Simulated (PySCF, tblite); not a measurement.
# C10H13B: excited states

Aim: compute the excited states of C10H13B (`CB(C)C=C1C=CC=CC=C1`).

Computed with tblite 0.8.0 and PySCF 2.14.0 and routines of our own; the level stands in each step. Atoms count from 0.

## (1) The system as given

24 atoms, charge 0, multiplicity 1; geometry from: force field or distance geometry start.

## (2) Optimising the geometry with GFN2-xTB

What the job is given:

```
{"job": {"kind": "relax", "xc": "GFN2-xTB", "basis": "xTB"}, "charge": 0, "multiplicity": 1}
C      3.017800    -0.933000    -0.528400
B      2.010800     0.227900    -0.028000
C      2.677600     1.599100     0.432000
C      0.809000    -0.268800     0.827800
C     -0.405600    -0.442800     0.340100
C     -1.448100    -0.918000     1.251000
C     -2.760500    -0.679600     1.180900
C     -3.488800     0.111100     0.178800
C     -3.048900     0.506700    -1.027500
C     -1.736700     0.264900    -1.632900
C     -0.601300    -0.137100    -1.087900
H      3.130000    -1.640400     0.327200
H      3.963700    -0.519600    -0.864100
H      2.455900    -1.478900    -1.308000
H      2.073200     2.496700     0.144700
H      2.792400     1.658400     1.559500
H      3.650000     1.645700    -0.094700
H      1.011300    -0.491400     1.876200
H     -1.094700    -1.530700     2.095900
H     -3.373000    -1.126000     1.977000
H     -4.523400     0.404200     0.440200
H     -3.750700     1.090300    -1.633400
H     -1.642000     0.444800    -2.705300
H      0.270100    -0.263800    -1.713600
```

Run with:

```sh
OMP_NUM_THREADS=1 python excited_run.py task.json out
```

This one command runs all jobs of the session in turn.

The program printed:

```text
step      E/eV     max force
  0    -793.12455    2.464
  1    -793.36107    1.871
  2    -793.56323    0.835
  3    -793.62947    0.645
  4    -793.66341    0.476
  5    -793.68861    0.369
  6    -793.71360    0.350
  7    -793.73466    0.339
  8    -793.75208    0.251
  9    -793.76436    0.227
 10    -793.77399    0.241
 11    -793.78210    0.280
 12    -793.78955    0.227
 13    -793.79653    0.169
 14    -793.80265    0.153
 15    -793.80737    0.129
 16    -793.81038    0.106
 17    -793.81228    0.100
 18    -793.81373    0.083
 19    -793.81487    0.105
 20    -793.81569    0.082
 21    -793.81633    0.055
 22    -793.81698    0.052
 23    -793.81761    0.067
 24    -793.81806    0.054
 25    -793.81839    0.047
 26    -793.81875    0.045
 27    -793.81923    0.074
 28    -793.81974    0.083
 29    -793.82022    0.056
 30    -793.82067    0.050
 31    -793.82123    0.056
 32    -793.82191    0.088
 33    -793.82258    0.084
 34    -793.82319    0.048
 35    -793.82388    0.059
 36    -793.82488    0.089
 37    -793.82626    0.131
 38    -793.82770    0.117
 39    -793.82886    0.065
 40    -793.82972    0.061
 41    -793.83051    0.079
 42    -793.83124    0.076
 43    -793.83185    0.065
 44    -793.83243    0.065
 45    -793.83321    0.079
 46    -793.83426    0.108
 47    -793.83536    0.087
 48    -793.83621    0.062
 49    -793.83686    0.056
 50    -793.83749    0.068
 51    -793.83816    0.066
 52    -793.83880    0.049
 53    -793.83925    0.047
 54    -793.83972    0.064
 55    -793.84011    0.049
 56    -793.84055    0.040
 57    -793.84079    0.046
 58    -793.84134    0.072
 59    -793.84198    0.090
 60    -793.84276    0.069
 61    -793.84332    0.056
 62    -793.84374    0.046
 63    -793.84420    0.061
 64    -793.84483    0.071
 65    -793.84545    0.054
 66    -793.84581    0.067
 67    -793.84621    0.054
 68    -793.84656    0.057
 69    -793.84786    0.054
 70    -793.84864    0.059
 71    -793.84967    0.073
 72    -793.85042    0.084
 73    -793.85155    0.092
 74    -793.85309    0.092
 75    -793.85379    0.216
 76    -793.85553    0.135
 77    -793.85719    0.073
 78    -793.85813    0.065
 79    -793.85966    0.056
 80    -793.86037    0.058
 81    -793.86130    0.050
 82    -793.86186    0.055
 83    -793.86256    0.050
 84    -793.86335    0.054
 85    -793.86415    0.067
 86    -793.86481    0.068
 87    -793.86543    0.070
 88    -793.86619    0.066
 89    -793.86714    0.064
 90    -793.86834    0.072
 91    -793.86895    0.059
 92    -793.86965    0.062
 93    -793.87028    0.041
 94    -793.87083    0.057
 95    -793.87131    0.066
 96    -793.87175    0.053
 97    -793.87216    0.045
 98    -793.87245    0.050
 99    -793.87272    0.046
100    -793.87306    0.041
101    -793.87357    0.048
102    -793.87423    0.056
103    -793.87494    0.062
104    -793.87566    0.064
105    -793.87648    0.068
106    -793.87754    0.064
107    -793.87837    0.121
108    -793.87961    0.115
109    -793.88082    0.069
110    -793.88225    0.074
111    -793.88308    0.082
112    -793.88487    0.093
113    -793.88715    0.106
114    -793.88751    0.166
115    -793.88968    0.076
116    -793.89026    0.056
117    -793.89110    0.055
118    -793.89164    0.054
119    -793.89275    0.065
120    -793.89354    0.079
121    -793.89455    0.075
122    -793.89553    0.060
123    -793.89652    0.065
124    -793.89735    0.079
125    -793.89822    0.078
126    -793.89914    0.062
127    -793.90034    0.054
128    -793.90089    0.069
129    -793.90153    0.063
130    -793.90194    0.064
131    -793.90239    0.055
132    -793.90287    0.054
133    -793.90343    0.069
134    -793.90401    0.060
135    -793.90464    0.049
136    -793.90534    0.050
137    -793.90619    0.075
138    -793.90725    0.091
139    -793.90846    0.090
140    -793.90962    0.070
141    -793.91072    0.071
142    -793.91191    0.094
143    -793.91305    0.077
144    -793.91407    0.061
145    -793.91490    0.061
146    -793.91563    0.055
147    -793.91625    0.053
148    -793.91677    0.044
149    -793.91721    0.040
150    -793.91758    0.050
151    -793.91790    0.038
152    -793.91828    0.044
153    -793.91872    0.060
154    -793.91918    0.060
155    -793.91958    0.048
156    -793.91988    0.045
157    -793.92016    0.048
158    -793.92049    0.053
159    -793.92091    0.040
160    -793.92136    0.044
161    -793.92183    0.052
162    -793.92237    0.054
163    -793.92297    0.055
164    -793.92356    0.053
165    -793.92407    0.045
166    -793.92444    0.038
167    -793.92463    0.029
168    -793.92479    0.022
169    -793.92499    0.024
170    -793.92515    0.023
171    -793.92538    0.029
172    -793.92566    0.037
173    -793.92601    0.046
174    -793.92649    0.051
175    -793.92710    0.056
176    -793.92784    0.071
177    -793.92800    0.128
178    -793.92910    0.053
179    -793.92961    0.048
180    -793.93064    0.054
181    -793.93124    0.073
182    -793.93230    0.068
183    -793.93288    0.056
184    -793.93331    0.064
185    -793.93323    0.098
186    -793.93401    0.043
187    -793.93420    0.060
188    -793.93454    0.033
189    -793.93496    0.039
190    -793.93518    0.037
191    -793.93547    0.036
192    -793.93565    0.058
193    -793.93596    0.029
194    -793.93619    0.036
195    -793.93642    0.026
196    -793.93664    0.029
197    -793.93678    0.030
198    -793.93691    0.032
199    -793.93705    0.025
200    -793.93722    0.023
201    -793.93731    0.025
202    -793.93739    0.019
203    -793.93749    0.019
204    -793.93761    0.024
205    -793.93773    0.026
206    -793.93782    0.025
207    -793.93791    0.033
208    -793.93806    0.029
209    -793.93833    0.039
210    -793.93858    0.040
211    -793.93898    0.044
212    -793.93962    0.059
213    -793.94006    0.092
214    -793.94121    0.084
215    -793.94221    0.075
216    -793.94340    0.072
217    -793.94447    0.067
218    -793.94517    0.102
219    -793.94636    0.101
220    -793.94739    0.090
221    -793.94871    0.061
222    -793.94941    0.061
223    -793.95021    0.054
224    -793.95104    0.066
225    -793.95162    0.066
226    -793.95238    0.064
227    -793.95318    0.060
228    -793.95371    0.054
229    -793.95434    0.063
230    -793.95531    0.064
231    -793.95622    0.073
232    -793.95720    0.058
233    -793.95784    0.083
234    -793.95791    0.098
235    -793.95894    0.056
236    -793.95928    0.033
237    -793.95975    0.033
238    -793.96040    0.046
239    -793.96082    0.047
240    -793.96139    0.039
241    -793.96195    0.057
242    -793.96232    0.035
243    -793.96266    0.035
244    -793.96300    0.046
245    -793.96308    0.037
246    -793.96332    0.026
247    -793.96344    0.019
248    -793.96355    0.020
249    -793.96363    0.024
250    -793.96369    0.021
251    -793.96375    0.018
252    -793.96383    0.022
253    -793.96393    0.032
254    -793.96403    0.028
255    -793.96411    0.020
256    -793.96417    0.017
257    -793.96422    0.016
258    -793.96429    0.029
259    -793.96440    0.032
260    -793.96454    0.029
261    -793.96469    0.025
262    -793.96483    0.022
263    -793.96498    0.030
264    -793.96514    0.030
265    -793.96531    0.024
266    -793.96546    0.028
267    -793.96559    0.026
268    -793.96572    0.022
269    -793.96582    0.018
270    -793.96590    0.013
271    -793.96595    0.015
272    -793.96597    0.010
```

Wall time 2.8 s (1 thread of INTEL XEON PLATINUM 8581C at 2.10GHz, shared host); peak memory 0.18 GiB.

Along the way: (not every step is listed)

| step | energy from step 0 (eV) | largest force (eV/Å) |
| --- | --- | --- |
| 0 | 0.0000 | 2.4642 |
| 1 | -0.2365 | 1.8711 |
| 2 | -0.4387 | 0.8349 |
| 3 | -0.5049 | 0.6449 |
| 4 | -0.5389 | 0.4758 |
| 5 | -0.5641 | 0.3687 |
| 6 | -0.5891 | 0.3504 |
| 7 | -0.6101 | 0.3386 |
| 8 | -0.6275 | 0.2506 |
| 33 | -0.6980 | 0.0842 |
| 58 | -0.7168 | 0.0723 |
| 83 | -0.7380 | 0.0502 |
| 108 | -0.7551 | 0.1155 |
| 133 | -0.7789 | 0.0695 |
| 158 | -0.7959 | 0.0532 |
| 183 | -0.8083 | 0.0555 |
| 208 | -0.8135 | 0.0285 |
| 233 | -0.8333 | 0.0833 |
| 258 | -0.8397 | 0.0287 |
| 267 | -0.8410 | 0.0265 |
| 268 | -0.8412 | 0.0216 |
| 269 | -0.8413 | 0.0183 |
| 270 | -0.8414 | 0.0133 |
| 271 | -0.8414 | 0.0149 |
| 272 | -0.8414 | 0.0096 |

Distances of close pairs at the start and the end, largest changes first:

| bond | before (Å) | after (Å) | change (Å) |
| --- | --- | --- | --- |
| C2–H15 | 1.135 | 1.088 | -0.047 |
| C3–C4 | 1.320 | 1.363 | +0.043 |
| C6–C7 | 1.470 | 1.431 | -0.038 |
| C8–C9 | 1.465 | 1.432 | -0.033 |
| C2–H14 | 1.120 | 1.089 | -0.031 |
| C0–B1 | 1.616 | 1.586 | -0.030 |
| C0–H11 | 1.116 | 1.089 | -0.027 |
| C9–C10 | 1.322 | 1.346 | +0.024 |

The end geometry stands in the next job.

## (3) Infrared spectrum with GFN2-xTB

What the job is given:

```
{"job": {"kind": "ir", "xc": "GFN2-xTB", "basis": "xTB"}, "charge": 0, "multiplicity": 1}
C      2.368092    -0.261806    -1.207818
B      2.154299     0.192619     0.296660
C      3.441344     0.553913     1.150191
C      0.791813     0.215490     1.004641
C     -0.471588     0.219764     0.492373
C     -1.603570     0.137431     1.398012
C     -2.858812    -0.293529     1.170359
C     -3.430624    -0.780268    -0.048173
C     -2.950879    -0.609874    -1.297518
C     -1.767614     0.100991    -1.678279
C     -0.713922     0.455567    -0.918637
H      3.322229    -0.769040    -1.342191
H      2.398756     0.609641    -1.863549
H      1.585747    -0.917498    -1.584363
H      4.211607     1.051392     0.563469
H      3.230253     1.172245     2.020512
H      3.891609    -0.367615     1.522061
H      0.832162     0.160385     2.090463
H     -1.369535     0.428718     2.416321
H     -3.527160    -0.325449     2.023173
H     -4.376265    -1.296192     0.063453
H     -3.539052    -0.997680    -2.120038
H     -1.716732     0.350393    -2.732073
H      0.086109     0.990166    -1.411491
```

The program printed:

```text
mode    cm-1     km/mol
  1      30.7      0.12
  2      53.1      1.14
  3      79.6      0.92
  4     112.6      3.90
  5     131.9      1.59
  6     181.6      0.12
  7     239.8      0.59
  8     256.6      0.08
  9     265.9      0.19
 10     312.5      2.58
 11     368.5      0.12
 12     388.4      7.09
 13     417.9      0.54
 14     475.2      2.18
 15     529.2     12.95
 16     542.7      2.41
 17     692.3      5.52
 18     725.6     24.57
 19     739.0     20.75
 20     772.4      5.22
 21     788.8      6.86
 22     833.4     12.20
 23     839.1     22.26
 24     853.1     28.69
 25     857.1      7.84
 26     879.4     24.22
 27     888.1     92.28
 28     909.4     11.03
 29     927.8      0.10
 30     928.8      0.63
 31     947.4      0.48
 32     986.8      0.47
 33    1044.8      1.08
 34    1111.8    133.80
 35    1199.3    210.94
 36    1207.4    168.02
 37    1248.3      1.60
 38    1265.7      1.93
 39    1274.9     14.74
 40    1334.4      0.64
 41    1368.1      3.10
 42    1386.4     27.25
 43    1391.9     38.05
 44    1398.5     28.91
 45    1432.5      0.96
 46    1494.8      0.60
 47    1499.4      1.32
 48    1504.3      1.90
 49    1509.7      6.35
 50    1550.6    329.09
 51    1573.1     97.25
 52    1607.2      3.75
 53    1652.1      9.77
 54    2984.6     15.19
 55    2989.9     45.07
 56    2994.3     56.50
 57    3016.4     24.71
 58    3022.0     97.91
 59    3026.5     17.37
 60    3026.8     41.31
 61    3028.2     17.47
 62    3036.5     18.35
 63    3041.8     21.10
 64    3048.6     76.51
 65    3062.0     79.34
 66    3080.6     14.63
```

Run time: 1.3 s. Hardware: 1 thread of INTEL XEON PLATINUM 8581C at 2.10GHz, shared host; peak memory 0.18 GiB.

Which atoms move in the most intense modes:

| cm⁻¹ | km/mol | atoms |
| --- | --- | --- |
| 888 | 92.3 | H17 18 %, B1 14 % |
| 1112 | 133.8 | B1 55 % |
| 1199 | 210.9 | B1 33 %, C4 19 % |
| 1207 | 168.0 | B1 37 %, H17 17 %, C4 11 % |
| 1551 | 329.1 | C4 46 %, C3 44 % |
| 1573 | 97.2 | C7 28 %, C8 28 %, C6 11 %, C9 11 % |
| 3022 | 97.9 | H14 39 %, H15 26 %, H11 21 % |
| 3062 | 79.3 | H20 43 %, H21 37 % |

## (4) Excited states: TDA wB97X-D/def2-SVP

The job, as its differences from that of step 3:

```diff
@@ -1,2 +1,2 @@
-{"job": {"kind": "ir", "xc": "GFN2-xTB", "basis": "xTB"}, "charge": 0, "multiplicity": 1}
+{"job": {"kind": "states", "xc": "wB97X-D", "basis": "def2-SVP", "tda": true, "soc": true, "nstates": 6, "ntriplets": 4, "nquad": 4}, "charge": 0, "multiplicity": 1}
 C      2.368092    -0.261806    -1.207818
```

With the program's defaults for keys left out, this is: TDA wB97X-D/def2-SVP excited states, vertical, gas phase, spin-orbit mean-field couplings.

The program printed:

```text
coarse grid: 20008 points
cycle   1  E = -413.1216713018  dE =  1.982e+00  |g| = 4.372e-01  |ddm| = 5.432e+00
cycle   2  E = -413.1507949012  dE = -2.912e-02  |g| = 3.584e-01  |ddm| = 1.040e+00
cycle   3  E = -413.1844377957  dE = -3.364e-02  |g| = 6.946e-02  |ddm| = 5.102e-01
cycle   4  E = -413.1858211990  dE = -1.383e-03  |g| = 3.578e-02  |ddm| = 1.380e-01
cycle   5  E = -413.1862056523  dE = -3.845e-04  |g| = 4.654e-03  |ddm| = 5.392e-02
cycle   6  E = -413.1862310653  dE = -2.541e-05  |g| = 2.842e-03  |ddm| = 1.681e-02
cycle   7  E = -413.1862383097  dE = -7.244e-06  |g| = 1.346e-03  |ddm| = 8.939e-03
final grid: 193128 points
cycle   8  E = -413.2516013416  dE = -1.397e-04  |g| = 3.762e-03  |ddm| = 5.032e-02
cycle   9  E = -413.2516055428  dE = -4.201e-06  |g| = 2.139e-03  |ddm| = 9.361e-03
cycle  10  E = -413.2516067135  dE = -1.171e-06  |g| = 5.995e-04  |ddm| = 2.796e-03
cycle  11  E = -413.2516068719  dE = -1.583e-07  |g| = 2.570e-04  |ddm| = 1.582e-03
cycle  12  E = -413.2516069017  dE = -2.987e-08  |g| = 9.481e-05  |ddm| = 4.656e-04
cycle  13  E = -413.2516069099  dE = -8.149e-09  |g| = 3.918e-05  |ddm| = 3.224e-04
cycle  14  E = -413.2516069116  dE = -1.737e-09  |g| = 1.789e-05  |ddm| = 1.659e-04
cycle  15  E = -413.2516069118  dE = -2.257e-10  |g| = 5.301e-06  |ddm| = 5.800e-05
converged SCF energy = -413.2516069118

Singlet excitations
state   eV       nm        f     d(h-e)  d(exc)  Lambda  PR(NTO)  |dmu|/D   mu/D   main configurations
  1   3.3944   365.3   0.02572   1.428   3.356   0.746   1.023    3.776    1.740   H->L 0.84, H->L+1 0.13
  2   4.1217   300.8   0.61798   0.853   3.437   0.763   1.196    2.765    4.795   H->L+1 0.77, H->L 0.12
  3   5.5698   222.6   0.00318   1.140   3.177   0.555   1.046    3.341    1.714   H-2->L+1 0.50, H-3->L+1 0.25, H-2->L 0.10
  4   5.7096   217.2   0.01372   1.256   3.294   0.573   1.347    4.520    2.483   H-3->L+1 0.36, H-1->L+1 0.26, H-2->L+1 0.10
  5   5.9598   208.0   0.35360   0.165   3.116   0.701   2.426                     H-1->L 0.46, H-4->L+1 0.17, H->L+2 0.16
  6   6.0949   203.4   0.00184   0.851   3.317   0.637   1.761                     H-1->L+1 0.42, H-4->L 0.20, H-2->L+1 0.14

Triplet excitations (Tamm-Dancoff)
state   eV     d(h-e)  d(exc)  Lambda  PR(NTO)   main configurations
  1   2.2693   0.717   3.016   0.739   1.074   H->L 0.83, H->L+1 0.09
  2   2.3391   0.178   3.137   0.770   1.052   H->L+1 0.84, H->L 0.09
  3   4.2966   0.077   2.533   0.685   1.433   H-1->L 0.58, H-1->L+1 0.10
  4   5.0018   0.372   2.730   0.647   2.341   H-1->L+1 0.30, H-4->L 0.24, H-2->L 0.08
S1 - T1 = 1.1251 eV

Spin-orbit couplings |<S|Hso|T>| (cm-1)
             T1       T2       T3       T4
S0        1.103    1.199    0.281    0.553
S1        0.073    0.610    1.309    0.095
S2        1.272    0.165    0.267    1.237
S3        0.177    2.115    0.659    0.880
S4        0.971    0.969    0.371    0.465
S5        1.843    0.204    0.165    0.725
S6        0.134    2.075    0.683    0.333
T1 sublevels (cm-1): 0.000 0.000 0.001   radiative rates (1/s): 0.00673 0.011 0.016
```

Wall time 77 s (1 thread of INTEL XEON PLATINUM 8581C at 2.10GHz, shared host); peak memory 1.1 GiB.

From this job:

| quantity | value |
| --- | --- |
| S1 less T1 | 1.13 eV |

The fields below are evaluated on a grid from the run's orbitals.

Frontier orbitals at wB97X-D/def2-SVP, with the share of their density that lies nearest to each atom:

| orbital | energy (eV) | lies on |
| --- | --- | --- |
| HOMO | -7.42 | C3 26 %; 4 C atoms about 9 % each; C4, C6, C9 about 6 % each |
| LUMO | -0.01 | C5, C8 about 18 % each; C6, C7, C10 about 12 % each |

ELF in a plane through or near 10 of the atoms.

Values, 10 rows by 14 columns:
```
0.00 0.00 0.00 0.00 0.00 0.00 0.00 0.00 0.00 0.00 0.00 0.00 0.00 0.00
0.00 0.00 0.00 0.00 0.00 0.00 0.00 0.00 0.04 0.00 0.00 0.00 0.00 0.00
0.00 0.00 0.00 0.35 0.08 0.17 0.54 0.60 0.99 0.02 0.99 0.41 0.00 0.00
0.00 0.00 0.06 0.93 0.80 0.39 0.97 0.13 0.56 0.63 0.96 0.08 0.00 0.00
0.00 0.01 0.67 0.27 0.87 0.76 0.23 0.28 0.81 0.51 0.81 0.43 0.11 0.00
0.00 0.01 0.98 0.82 0.55 0.16 0.13 0.86 0.42 0.10 0.89 0.34 0.03 0.00
0.00 0.00 0.00 0.01 0.47 0.68 0.03 0.65 0.89 0.73 0.69 0.53 0.00 0.00
0.00 0.00 0.00 0.02 0.77 0.91 0.02 0.05 0.68 0.78 0.48 0.86 0.00 0.00
0.00 0.00 0.00 0.00 0.03 0.05 0.00 0.00 0.25 0.41 0.00 0.00 0.00 0.00
0.00 0.00 0.00 0.00 0.00 0.00 0.00 0.00 0.00 0.00 0.00 0.00 0.00 0.00
```
The map spans 14.2 Å across and 10.3 Å up, centred on the molecule. Atoms in the plane (x, y in Å): B1 (-2.2, 0.1), C2 (-3.6, 0.8), C3 (-0.9, 0.9), C4 (0.4, 0.6), C5 (1.4, 1.6), C6 (2.7, 1.4), C9 (1.9, -1.5), H12 (-2.3, -2.1), H18 (1.1, 2.6), H19 (3.3, 2.4).

On the surface of density 0.002 e/bohr³ the electrostatic potential runs, from the 1st to the 99th percentile, from -0.71 V near C3 to 0.92 V near H20.

## (5) What came out

```
                                                                  quantity                  value
                                 strongest single infrared mode (GFN2-xTB)  1551 cm⁻¹, 329 km/mol
                                              zero-point energy (GFN2-xTB)         123.5 kcal/mol
                                 S1 less T1 (step 4, TDA wB97X-D/def2-SVP)                1.13 eV
potential on the surface of density 0.002 e/bohr³, 1st and 99th percentile     -0.71 V and 0.92 V
```

All 66 modes are real, so the xTB geometry is a minimum. The strongest single mode, at 1551 cm⁻¹, moves mainly C4 and C3. GFN2-xTB is a fitted tight-binding method: band positions and strengths are rough. Its intensities can rank the bands wrongly. In step 4, the number of triplets below S1 is 2, and the largest singlet-triplet spin-orbit coupling is S3–T2, 2.12 cm⁻¹.
